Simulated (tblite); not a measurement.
# CH13NOSi4: the cost of one run

The runs use tblite 0.8.0 and PySCF 2.14.0, with density-fitted response routines of our own; the level of theory stands in each step. All values are computed, except where a source is named. Atoms count from 0, in the outputs and in this text.

## 1. The molecule as given

20 atoms, charge 0, multiplicity 1; geometry from: force field or distance geometry start.

Bonds of the start (Å): C0–Si1 1.87, Si1–O2 1.71, Si1–Si3 2.20, Si3–N4 1.80, Si1–Si5 2.19, Si5–Si6 2.20, C0–H7 1.11, C0–H8 1.12, C0–H9 1.11, O2–H10 0.98, Si3–H11 1.48, Si3–H12 1.47, N4–H13 1.05, N4–H14 1.03, Si5–H15 1.49, Si5–H16 1.47, Si6–H17 1.48, Si6–H18 1.48, Si6–H19 1.47.

## 2. Optimising the geometry with GFN2-xTB

Job settings and geometry (Å):

```
{"job": {"kind": "relax", "xc": "GFN2-xTB", "basis": "xTB"}, "charge": 0, "multiplicity": 1}
C     -1.043800     1.721400     0.407200
Si    -0.133900     0.574000    -0.760400
O     -0.235600     1.298500    -2.307200
Si    -1.290300    -1.299700    -0.847800
N     -2.972600    -0.871900    -0.359600
Si     1.996300     0.374200    -0.304700
Si     2.566500    -1.179000     1.140700
H     -0.514500     2.682300     0.564100
H     -1.991800     1.973500    -0.135900
H     -1.348300     1.213400     1.343200
H      0.444800     2.007400    -2.319500
H     -1.397800    -1.856100    -2.210200
H     -0.838000    -2.347100     0.079200
H     -3.151100     0.068200    -0.786800
H     -3.669100    -1.565400    -0.665900
H      2.472100     1.678300     0.233600
H      2.759700     0.146800    -1.540100
H      3.862800    -0.776400     1.730000
H      2.826300    -2.492400     0.517200
H      1.653100    -1.339200     2.277700
```

Launch:

```bash
> OMP_NUM_THREADS=1 python probes_run.py task.json out
```

This one command runs all jobs of the session in turn.

**Question.** How long does this first job take on 1 thread of Arm Neoverse V2, shared host, and how much memory does it need?

About 2.7 s, with a peak of 0.18 GiB.
